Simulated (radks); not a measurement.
**Nuclear size and the levels of In²⁺**

The task here is to estimate one member of a computed series from the others.

The numbers are computed with radks (a radial shooting solver on a logarithmic mesh, Libxc functionals) version 1 (Dirac Kohn-Sham, LDA (Slater exchange, Perdew-Wang correlation), spin-unpolarised, spherical densities, finite nucleus), except any that are marked as measured or tabulated.

### What is computed

* element: indium (Z = 49)
* charge: +2
* electrons: 47
* configuration: [Kr] 4d10 5s1
* nuclear rms radius: 4.6156 fm

Outer shells as boxes (Hund's rule):

In²⁺
```
[Kr] core
4d [↑↓][↑↓][↑↓][↑↓][↑↓]
5s [↑ ]
```

The first run:

The run's settings:

```text
Z 49
configuration [Kr] 4d10 5s1 5p0 6s0
relativity Dirac
functional lda,pw
spin unpolarised
j_filling average
nucleus finite rms 4.6156 fm
c 137.035999084
```

Among the steps run: rms radius 4.6156 fm.

One of the session's tables, all rows but one given; the rest of the session is left out.

It belongs to the step «rms radius 4.6156 fm». Sizes of the orbitals, from the radial functions (bohr):

```
level     <r>  outermost maximum (interpolated)  90 % within  nodes
4p1/2  0.9003                             0.798         1.33      2
4p3/2  0.9311                             0.823         1.37      2
4d3/2   1.158                             0.925         1.81      1
4d5/2       ?                                 ?            ?      ?
5s1/2   2.322                              2.04         3.37      4
5p1/2   2.743                              2.38         4.02      3
5p3/2   2.826                              2.46         4.14      3
6s1/2   5.249                              4.93         7.47      5
```

Q: Estimate the row for 4d5/2 from the others.

As computed: <r>: 1.174; outermost maximum (interpolated): 0.935; 90 % within: 1.84; nodes: 1. In the column «<r>» it lies between 4d3/2 (1.158) and 5s1/2 (2.322).
